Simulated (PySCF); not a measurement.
# SiH2Br2: fields and orbitals

For SiH2Br2, the scripts below analyse its density (charges, bond critical points, surface potential), see where an electron leaves and enters and measure its response to a uniform field.

Method: levels as typed in each script, gas phase, geometry from GFN2-xTB; program: PySCF 2.14.0.

## 1. Where the work starts

SMILES `Br[SiH2]Br`, 5 atoms, charge 0, spin multiplicity 1.

Bond lengths: Br1–Si2 2.209 Å, Si2–Br3 2.209 Å, Si2–H4 1.446 Å, Si2–H5 1.446 Å. Angles: Br1–Si2–Br3 108.0°, Br1–Si2–H4 108.0°, Br1–Si2–H5 107.9°, Br3–Si2–H4 107.9°, Br3–Si2–H5 108.0°, H4–Si2–H5 116.8°.

As a file:

```xyz
5
charge 0, multiplicity 1
Br    1.7868    0.2592    0.0000
Si    0.0000   -1.0394    0.0000
Br   -1.7868    0.2592    0.0000
H    -0.0008   -1.7971    1.2318
H     0.0008   -1.7971   -1.2318
```

## 2. Density, bond paths and surface potential (B3LYP/def2-svpd)

File input.py:

```python
import numpy as np
from pyscf import gto, scf, dft
from pyscf.scf import atom_ks, atom_hf
from scipy.linalg import block_diag

def solve(mol, dm0=None, hcore=None):
    mf = (dft.UKS if mol.spin else dft.RKS)(mol, xc='b3lyp')
    mf.grids.level = 3
    mf = mf.density_fit(auxbasis='def2-universal-jkfit')
    mf.conv_tol, mf.max_cycle = 1e-8, 80
    if hcore is not None:
        mf.get_hcore = lambda *args: hcore
    mf.kernel(dm0)
    if not mf.converged:
        mf = mf.newton().run(mf.mo_coeff, mf.mo_occ, max_cycle=30)
    assert mf.converged, 'SCF not converged'
    return mf

mol = gto.M(atom='''
Br     1.78675     0.25922     0.00002
Si     0.00003    -1.03938     0.00000
Br    -1.78676     0.25922    -0.00002
H     -0.00077    -1.79705     1.23184
H      0.00077    -1.79705    -1.23183
''', basis='def2-svpd', charge=0, spin=0, verbose=4)
mf = solve(mol)
mf.analyze()
# spherically averaged free atoms, for the promolecule
atm = atom_ks.get_atm_nrks(mol, xc='b3lyp')
pro = block_diag(*[(atm[a[0]][2] * atm[a[0]][3]) @ atm[a[0]][2].T for a in mol._atom])
np.savez('result.npz', e=mf.e_tot, c=mf.mo_coeff, occ=mf.mo_occ, eps=mf.mo_energy, pro=pro, dip=mf.dip_moment(verbose=0), s2=mf.spin_square()[0])
```

Started as:

```console
$ OMP_NUM_THREADS=1 python input.py
```

## 4. Removing and adding an electron (B3LYP/def2-svpd)

File input.py:

```python
import numpy as np
from pyscf import gto, scf, dft
from pyscf.scf import atom_ks, atom_hf
from scipy.linalg import block_diag

def solve(mol, dm0=None, hcore=None):
    mf = (dft.UKS if mol.spin else dft.RKS)(mol, xc='b3lyp')
    mf.grids.level = 3
    mf = mf.density_fit(auxbasis='def2-universal-jkfit')
    mf.conv_tol, mf.max_cycle = 1e-8, 80
    if hcore is not None:
        mf.get_hcore = lambda *args: hcore
    mf.kernel(dm0)
    if not mf.converged:
        mf = mf.newton().run(mf.mo_coeff, mf.mo_occ, max_cycle=30)
    assert mf.converged, 'SCF not converged'
    return mf

mol = gto.M(atom='''
Br     1.78675     0.25922     0.00002
Si     0.00003    -1.03938     0.00000
Br    -1.78676     0.25922    -0.00002
H     -0.00077    -1.79705     1.23184
H      0.00077    -1.79705    -1.23183
''', basis='def2-svpd', charge=0, spin=0, verbose=4)
mf = solve(mol)
out = dict(e0=mf.e_tot, dm0=mf.make_rdm1(), c=mf.mo_coeff, occ=mf.mo_occ, eps=mf.mo_energy)
for name, dq, spin in [('cation', 1, 1)]:
    ion = mol.copy().set(charge=mol.charge + dq, spin=spin).build()
    mi = solve(ion)
    if spin and dq > 0 and mol.nao < 130:
        c, _, stable, _ = mi.stability(return_status=True)
        if not stable:
            mi = solve(ion, mi.make_rdm1(c, mi.mo_occ))
    print(name, 'vertical energy change / eV', (mi.e_tot - mf.e_tot) * 27.211386)
    out.update({'e_' + name: mi.e_tot, 'dm_' + name: mi.make_rdm1(), 's2_' + name: mi.spin_square()[0], 'eps_' + name: mi.mo_energy, 'occ_' + name: mi.mo_occ})
# spherically averaged free atoms, for the promolecule
atm = atom_ks.get_atm_nrks(mol, xc='b3lyp')
pro = block_diag(*[(atm[a[0]][2] * atm[a[0]][3]) @ atm[a[0]][2].T for a in mol._atom])
np.savez('result.npz', pro=pro, **out)
```

## 6. Response to an electric field (B3LYP/def2-svpd)

File input.py:

```python
import numpy as np
from pyscf import gto, scf, dft
from pyscf.scf import atom_ks, atom_hf
from scipy.linalg import block_diag

def solve(mol, dm0=None, hcore=None):
    mf = (dft.UKS if mol.spin else dft.RKS)(mol, xc='b3lyp')
    mf.grids.level = 3
    mf = mf.density_fit(auxbasis='def2-universal-jkfit')
    mf.conv_tol, mf.max_cycle = 1e-8, 80
    if hcore is not None:
        mf.get_hcore = lambda *args: hcore
    mf.kernel(dm0)
    if not mf.converged:
        mf = mf.newton().run(mf.mo_coeff, mf.mo_occ, max_cycle=30)
    assert mf.converged, 'SCF not converged'
    return mf

mol = gto.M(atom='''
Br     1.78675     0.25922     0.00002
Si     0.00003    -1.03938     0.00000
Br    -1.78676     0.25922    -0.00002
H     -0.00077    -1.79705     1.23184
H      0.00077    -1.79705    -1.23183
''', basis='def2-svpd', charge=0, spin=0, verbose=4)
field = np.array([0.004, 0.0, 0.0])  # atomic units
mol.set_common_orig(mol.atom_charges() @ mol.atom_coords() / mol.atom_charges().sum())
mf = solve(mol)
out = dict(dm0=mf.make_rdm1(), d0=mf.dip_moment(unit='AU'), e0=mf.e_tot)
for name, sign in (('p', 1), ('m', -1)):
    h = mf.get_hcore() + sign * np.einsum('x,xij->ij', field, mol.intor('int1e_r'))
    mi = solve(mol, mf.make_rdm1(), h)
    out.update({'dm' + name: mi.make_rdm1(), 'd' + name: mi.dip_moment(unit='AU'), 'e' + name: mi.e_tot})
# spherically averaged free atoms, for the promolecule
atm = atom_ks.get_atm_nrks(mol, xc='b3lyp')
pro = block_diag(*[(atm[a[0]][2] * atm[a[0]][3]) @ atm[a[0]][2].T for a in mol._atom])
np.savez('result.npz', pro=pro, **out)
```

(Steps that only read results are left out.)

Before running it: what results should come out? Wanted: dipole moment; HOMO, LUMO; vertical ionisation energy; polarisability along the field.

**Answer**, as computed:

| quantity | value |
| --- | --- |
| dipole moment (B3LYP/def2-svpd) | 1.36 D |
| HOMO, LUMO (B3LYP/def2-svpd) | -8.29, -0.93 eV |
| vertical ionisation energy (B3LYP/def2-svpd) | 10.60 eV |
| polarisability along the field (B3LYP/def2-svpd) | 85.5 bohr³ |

In words: At B3LYP/def2-svpd: The highest Hirshfeld charge is on Si2 (+0.34 e), the lowest on Br1 and Br3 (−0.11 e). The ionisation energy from two SCF runs, 10.60 eV, lies 2.3 eV above −ε(HOMO) = 8.29 eV of the same level, B3LYP/def2-svpd, since self-interaction lifts this functional's HOMO. All values hold at the given geometry, in the gas phase.
